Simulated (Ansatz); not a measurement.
What does this script print? It uses the Python package of Ansatz (0.2.0).

Input file `ch3bbrf.xyz`:
```text
7

C     0.01070    0.71690   -0.04820
B     0.12140   -0.80560    0.14790
F     1.07870   -1.30450    1.06240
Br   -0.95480   -2.07360   -0.86970
H    -0.83430    0.95730   -0.82090
H    -0.30690    1.25260    0.90450
H     0.94640    1.18900   -0.42160
```

Script `freq.py`:
```python
"""Vibrations of CH3BBrF."""

import itertools

import ansatz as az
from ase.data import atomic_numbers, covalent_radii
import numpy as np

mol = az.Crystal.molecule_from_extxyz("ch3bbrf.xyz")

base = mol.calculation()
base = base.basis(gaussian="def2-SVP")
base = base.functional("CAM-B3LYP")
symbols = [site.symbol for site in mol.cartesian_sites]
start = np.array([site.position_ang for site in mol.cartesian_sites], dtype=float)
report = base.relax(force_tolerance=0.003).run(threads=1, backend="cpu").report
end = np.array(report["positions_ang"])

# pairs closer than 1.2 times the sum of covalent radii, before or after
radius = [covalent_radii[atomic_numbers[s]] for s in symbols]
span = lambda where, i, j: np.linalg.norm(where[i] - where[j])
bonded = [(i, j) for i, j in itertools.combinations(range(len(symbols)), 2) if min(span(start, i, j), span(end, i, j)) < 1.2 * (radius[i] + radius[j])]
print("pair        before    after (A)")
for i, j in bonded:
    print(f"{symbols[i]}{i}-{symbols[j]}{j}".ljust(10), f"{span(start, i, j):8.4f} {span(end, i, j):8.4f}")

# frequencies need a stationary point, so they are taken at the relaxed geometry
minimum = az.Crystal.molecule()
for symbol, place in zip(symbols, end):
    minimum = minimum.atom(symbol, place.tolist())
vibrating = (
    minimum.calculation()
    .basis(gaussian="def2-SVP")
    .functional("CAM-B3LYP")
    .phonons(temperatures=(100, 500, 100))
)
vib = vibrating.run(threads=1, backend="cpu").report["vibrations"]
sums = vib["harmonic_sums"]
modes = [m["omega_inv_cm"] for m in sums["modes_at_gamma"] if m["rigid_motion"] == "no"]
print("frequencies (1/cm):", " ".join(f"{w:.0f}" for w in modes))
print("imaginary modes:", sum(w < 0 for w in modes), " zero-point energy:", round(sums["zero_point_energy_ev"], 4), "eV")
print("T (K)   F_vib (eV)   S_vib (meV/K)   C_vib (meV/K)")
for row in zip(sums["temperatures_k"], sums["vibrational_free_energy_ev"], vib["entropy_ev_per_k"], vib["heat_capacity_ev_per_k"]):
    print(f"{row[0]:6.1f} {row[1]:11.4f} {1000 * row[2]:13.4f} {1000 * row[3]:15.4f}")

# all hydrogen replaced by deuterium
heavier = vibrating.phonons(masses={"H": 2.014102}).run(threads=1, backend="cpu").report["vibrations"]["harmonic_sums"]
print("deuterated (1/cm):", " ".join(f"{m['omega_inv_cm']:.0f}" for m in heavier["modes_at_gamma"] if m["rigid_motion"] == "no"))
print("zero-point energy falls by", round(sums["zero_point_energy_ev"] - heavier["zero_point_energy_ev"], 4), "eV")
```

```console
$ python freq.py
pair        before    after (A)
C0-B1        1.5391   1.5555
C0-H4        1.1700   1.0960
C0-H5        1.1382   1.1031
C0-H6        1.1126   1.1029
B1-F2        1.4148   1.3175
B1-Br3       1.9498   1.9225
RunWarning: phonons: modes at or below zero, which the zero-point energy, F, S and C_V leave out: 1, the lowest at -39.67 cm⁻¹. A minimum has none, and a first-order saddle one
frequencies (1/cm): -40 266 333 437 541 858 881 1069 1306 1405 1433 1442 3055 3126 3188
imaginary modes: 1  zero-point energy: 1.1988 eV
T (K)   F_vib (eV)   S_vib (meV/K)   C_vib (meV/K)
 100.0      1.1986        0.0149          0.0541
 200.0      1.1932        0.0990          0.2035
 300.0      1.1780        0.2072          0.3373
 400.0      1.1516        0.3212          0.4584
 500.0      1.1138        0.4349          0.5612
deuterated (1/cm): -28 237 329 375 490 726 743 934 1019 1040 1157 1383 2201 2310 2362
zero-point energy falls by 0.25 eV
```
(Warnings from the package without file and line, repeats left out.)

Caveats:
- The settings weren't tested for convergence.
- The frequencies are harmonic and unscaled, in a modest basis. The result belongs to the one conformer reached from this start, and soft torsions count as harmonic oscillators.
- Finished in 4.2 min on 1 thread of Arm Neoverse V2, on a shared host, peak memory 0.29 GiB.

(A comment or docstring line of the script was reworded after the run, the code is as it ran; lines on the test bed's own set-up are left out of the output.)
